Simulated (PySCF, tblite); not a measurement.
# C₂H₅FSe₂Si: geometry, infrared bands and NMR shifts

Wanted: the infrared bands and NMR shifts of C₂H₅FSe₂Si (`C=C(F)[Se][SiH2][SeH]`), by calculation.

Programs: tblite 0.8.0 and PySCF 2.14.0, with density-fitted response routines of our own. Each step states its level of theory. These are calculated values for one molecule in the gas phase, unless marked as measured. Atoms are numbered from 0 throughout.

**1. The molecule as given**

11 atoms, charge 0, multiplicity 1; geometry from: force field or distance geometry start.

Bonds of the start (Å): C0–C1 1.31, C1–F2 1.38, C1–Se3 1.92, Se3–Si4 2.27, Si4–Se5 2.27, C0–H6 1.09, C0–H7 1.08, Si4–H8 1.47, Si4–H9 1.48, Se5–H10 1.53.

**2. Relaxing the molecule with GFN2-xTB**

The job: settings as JSON, then the geometry in Å.

```
{"job": {"kind": "relax", "xc": "GFN2-xTB", "basis": "xTB"}, "charge": 0, "multiplicity": 1}
C     -2.464200     0.546900    -0.022100
C     -1.350400     0.475300     0.664600
F     -0.866600     1.597100     1.300200
Se    -0.340400    -1.143800     0.842400
Si     1.461400    -1.120600    -0.535900
Se     3.120800     0.199200     0.264800
H     -3.027300     1.481300    -0.113000
H     -2.808000    -0.356700    -0.495100
H      1.126200    -0.735600    -1.917800
H      1.950000    -2.512100    -0.578500
H      3.203900     1.571800    -0.395700
```

Launch:

```bash
OMP_NUM_THREADS=1 python probes_run.py task.json out
```

One launch serves the whole session: the jobs run in the order shown.

**Question.** This job is followed by: GFN2-xTB harmonic vibrations, gas phase; GIAO PBE0/pcSseg-1 NMR shielding, non-relativistic, gas phase. What will the session give for the following? strongest single infrared mode (GFN2-xTB); zero-point energy (GFN2-xTB); 13C shifts against TMS (PBE0/pcSseg-1); 1H shifts against TMS (PBE0/pcSseg-1, means over atoms taken as alike); 19F shifts against CFCl3 (PBE0/pcSseg-1); 77Se shifts against Me2Se (PBE0/pcSseg-1); 29Si shifts against TMS (PBE0/pcSseg-1).

The runs gave:

| quantity | value |
| --- | --- |
| strongest single infrared mode (GFN2-xTB) | 685 cm⁻¹, 394 km/mol |
| zero-point energy (GFN2-xTB) | 36.1 kcal/mol |
| 13C shifts against TMS (PBE0/pcSseg-1) | 175.6, 101.3 ppm |
| 1H shifts against TMS (PBE0/pcSseg-1, means over atoms taken as alike) | 5.72, 5.46, 4.84, 1.07 ppm |
| 19F shifts against CFCl3 (PBE0/pcSseg-1) | -65.8 ppm |
| 77Se shifts against Me2Se (PBE0/pcSseg-1) | 145, -337 ppm |
| 29Si shifts against TMS (PBE0/pcSseg-1) | -15.8 ppm |

**Reading.** Over 134 steps the energy fell by 0.502 eV; of the close pairs, Se5–H10 changed most, 1.526 to 1.434 Å. All 27 modes are real, so the xTB geometry is a minimum. The strongest single mode, at 685 cm⁻¹, moves mainly H9 and H10. GFN2-xTB is a fitted tight-binding method: band positions and strengths are rough. Its intensities can rank the bands wrongly. At PBE0/pcSseg-1: The widest tensor belongs to Se3: span 904 ppm, with a paramagnetic part of -1389 ppm. Spin-orbit coupling is left out, which matters for shieldings and couplings at and beside the heavy atoms.
